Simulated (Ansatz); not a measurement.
**GeH3F (fluorogermane) at HSE06/aug-cc-pVDZ**

Aim: the electronic atomisation energy of GeH3F (fluorogermane) at HSE06/aug-cc-pVDZ, from 4 runs. 

Program for the calculation: Ansatz 0.2.0.

55 further runs of the same task are left out: 6 that didn't finish, 49 set aside as unsound or not needed.

## (1) Starting point

The species is GeH3F (5 atoms), meant as a singlet with charge 0. SMILES: `[F][GeH3]`. The coordinates come from a PBE0-D4/def2-TZVP relaxation.

Bond lengths: F1–Ge2 1.742 Å, Ge2–H3 1.533 Å, Ge2–H4 1.533 Å, Ge2–H5 1.533 Å. Angles: F1–Ge2–H3 106.2°, F1–Ge2–H4 106.2°, F1–Ge2–H5 106.3°, H3–Ge2–H4 112.5°, H3–Ge2–H5 112.5°, H4–Ge2–H5 112.5°.

## (2) A single-point energy at HSE06/aug-cc-pVDZ

input.yaml reads:

```yaml
crystal:
  periodic: [false, false, false]
  atoms:
    - {symbol: F, position_ang: [-1.046500, 0.474300, 1.162200]}
    - {symbol: Ge, position_ang: [0.068200, -0.041600, -0.072800]}
    - {symbol: H, position_ang: [1.331000, -0.512000, 0.658600]}
    - {symbol: H, position_ang: [-0.627800, -1.178000, -0.831200]}
    - {symbol: H, position_ang: [0.325100, 1.183600, -0.958100]}
basis:
  gaussian: {orbitals: aug-cc-pVDZ}
hamiltonian: {xc: {name: HSE06}}
accuracy: high
output: {orbitals: {seedname: orbitals}}
```

The run is started by

```
$ ansatz run input.yaml --threads 1 --pin off --max-ram 3480MiB --events-out events.jsonl --progress --plain --runs-dir runs
```

The log of the run:

```text
Warning: RAYON_NUM_THREADS=1 ignored (pool sized by the plan → 1); use --threads N
Functional definition: HSE06
  name "HSE06"
  parameter a = 0.25
  parameter omega = 0.11/bohr
  exchange = pbe_x - a*pbe_x_sr(omega) + a*exact_x_sr(omega)
  correlation = pbe_c
1740 factors; integrals over basis functions are off by at most 4.5e-9 eV
124 factors; integrals over basis functions are off by at most 9.1e-10 eV
mean field evaluation 1: about -59272.4764 eV, gradient 3.2e1 eV
mean field evaluation 2: about -59268.3009 eV, gradient 6.1e1 eV
mean field evaluation 4: about -59274.1219 eV, gradient 4.6e-1 eV
mean field evaluation 8: about -59274.1523 eV, gradient 3.0e-2 eV
mean field evaluation 16: about -59274.1523 eV, gradient 1.6e-7 eV
mean field -59274.15233531 eV, -2178.2849208593 hartree, gradient 7.1e-8 eV, S^2 0.000000; 0 other end points of the search recorded, 0 dependent functions left out
reference -59274.15234132 eV, -2178.2849210799 hartree; 22, 22 occupied and 64, 64 virtual orbitals, 1740 factors
Total energy: -59274.15234132 eV, -2178.2849210799 hartree
```

It took 6 s on 1 thread of Arm Neoverse V2, shared host; peak memory 0.27 GiB.

## (3) The F atom at the same level

run.yaml reads:

```yaml
crystal:
  periodic: [false, false, false]
  atoms:
    - {symbol: F, position_ang: [0.000000, 0.000000, 0.000000]}
basis:
  gaussian:
    orbitals: aug-cc-pVDZ
magnetization:
  spin_polarized: true
  initial_magnetization: 1
hamiltonian:
  xc: {name: HSE06}
accuracy: high
```

Run the same way, it converges to -99.64249 Eh (log not shown).

## (4) The Ge atom at the same level

job.yaml reads:

```yaml
crystal:
  periodic: [false, false, false]
  atoms:
    - {symbol: Ge, position_ang: [0.000000, 0.000000, 0.000000]}
basis:
  gaussian: {orbitals: aug-cc-pVDZ}
magnetization: {spin_polarized: true, initial_magnetization: 2}
hamiltonian: {xc: {name: HSE06}}
accuracy: high
```

Run the same way, it converges to -2076.62932 Eh (log not shown).

## (5) The H atom, same level

run.yaml reads:

```yaml
crystal:
  periodic: [false, false, false]
  atoms:
    - {symbol: H, position_ang: [0.000000, 0.000000, 0.000000]}
basis:
  gaussian: {orbitals: aug-cc-pVDZ}
magnetization: {spin_polarized: true, initial_magnetization: 1}
hamiltonian: {xc: {name: HSE06}}
accuracy: high
```

The run is started by

```
$ ansatz run run.yaml --threads 1 --pin off --max-ram 3480MiB --events-out events.jsonl --progress --plain --runs-dir runs
```

The log of the run:

```text
Warning: RAYON_NUM_THREADS=1 ignored (pool sized by the plan → 1); use --threads N
Functional definition: HSE06
  name "HSE06"
  parameter a = 0.25
  parameter omega = 0.11/bohr
  exchange = pbe_x - a*pbe_x_sr(omega) + a*exact_x_sr(omega)
  correlation = pbe_c
42 factors; integrals over basis functions are off by at most 4.4e-8 eV
23 factors; integrals over basis functions are off by at most 2.8e-10 eV
mean field evaluation 1: about -13.6160 eV, gradient 5.7e-2 eV
mean field evaluation 2: about -13.6153 eV, gradient 3.8e-2 eV
mean field evaluation 4: about -13.6153 eV, gradient 6.8e-6 eV
mean field evaluation 8: about -13.6153 eV, gradient 4.3e-11 eV
mean field -13.61528801 eV, -0.5003526057 hartree, gradient 1.9e-8 eV, S^2 0.750000; 0 other end points of the search recorded, 0 dependent functions left out
reference -13.61529384 eV, -0.5003528198 hartree; 1, 0 occupied and 8, 9 virtual orbitals, 42 factors
Total energy: -13.61529384 eV, -0.5003528198 hartree
```

It took 0.2 s on 1 thread of Arm Neoverse V2, shared host.

## (6) Summary of results

At HSE06/aug-cc-pVDZ:

```
                     quantity           value
       molecule: total energy  -2178.28492 Eh
        molecule: HOMO energy        -9.30 eV
        molecule: LUMO energy        -0.91 eV
      molecule: HOMO–LUMO gap         8.38 eV
         F atom: total energy    -99.64249 Eh
                 F atom: ⟨S²⟩           0.752
        Ge atom: total energy  -2076.62932 Eh
                Ge atom: ⟨S²⟩           2.003
         H atom: total energy     -0.50035 Eh
                 H atom: ⟨S²⟩           0.750
electronic atomisation energy       13.934 eV
```

Taking the molecule apart into free atoms costs 13.93 eV (1344 kJ/mol), before zero-point energy and without spin-orbit coupling.
